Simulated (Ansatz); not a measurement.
# C3H6OSi: the cost of one run

Method: RKS BLYP-D4/def2-SVP, in Ansatz 0.2.0.

## (1) The structure to begin with

Bond lengths: C1–C2 1.541 Å, C2–C4 1.470 Å, Si3–C4 1.657 Å, C4–O5 1.195 Å, C1–H6 1.137 Å, C1–H7 1.102 Å, C1–H8 1.033 Å, C2–H9 1.043 Å, Si3–H10 1.533 Å, Si3–H11 1.459 Å. Angles (14 of 15 angles, heavy atoms first): C1–C2–C4 120.0°, C2–C4–Si3 96.7°, C2–C4–O5 125.2°, Si3–C4–O5 137.8°, C1–C2–H9 110.9°, C4–C2–H9 119.5°, C2–C1–H6 103.9°, C2–C1–H7 110.1°, C2–C1–H8 112.5°, C4–Si3–H10 115.8°, C4–Si3–H11 121.7°, H6–C1–H7 106.1°, H6–C1–H8 111.4°, H7–C1–H8 112.3°.

Structure file:

```xyz
11

C    -0.5908   -0.2588    1.2350
C    -0.7718    0.3782   -0.1569
Si    1.2497   -0.2023   -1.1804
C     0.3363    1.1192   -0.7757
O     0.3551    2.2991   -0.9640
H    -1.6116   -0.1444    1.7226
H     0.1057    0.3434    1.8398
H    -0.3078   -1.2509    1.1818
H    -1.3975   -0.2047   -0.7546
H     1.9356   -0.9225   -0.0137
H     0.7626   -1.2133   -2.1133
```

## (2) Relaxing end A

input.yaml

```yaml
crystal:
  periodic: [false, false, false]
  atoms:
    - { symbol: C, position_ang: [-0.5908, -0.2588, 1.235] }
    - { symbol: C, position_ang: [-0.7718, 0.3782, -0.1569] }
    - { symbol: Si, position_ang: [1.2497, -0.2023, -1.1804] }
    - { symbol: C, position_ang: [0.3363, 1.1192, -0.7757] }
    - { symbol: O, position_ang: [0.3551, 2.2991, -0.964] }
    - { symbol: H, position_ang: [-1.6116, -0.1444, 1.7226] }
    - { symbol: H, position_ang: [0.1057, 0.3434, 1.8398] }
    - { symbol: H, position_ang: [-0.3078, -1.2509, 1.1818] }
    - { symbol: H, position_ang: [-1.3975, -0.2047, -0.7546] }
    - { symbol: H, position_ang: [1.9356, -0.9225, -0.0137] }
    - { symbol: H, position_ang: [0.7626, -1.2133, -2.1133] }
basis:
  gaussian: { orbitals: def2-SVP }
hamiltonian:
  xc: blyp
  dispersion: d4
relax:
  f_tol: 0.015
  max_steps: 40
```

The run is started by

```bash
$ ansatz run input.yaml --threads 2 --pin off --max-ram 3072MiB --backend cpu --events-out ev --progress --plain --runs-dir out
```

Q: Estimate wall time and peak memory on 2 threads of AMD EPYC 9R45 (Zen 5), shared host.

About 11 s, with a peak of 0.15 GiB.
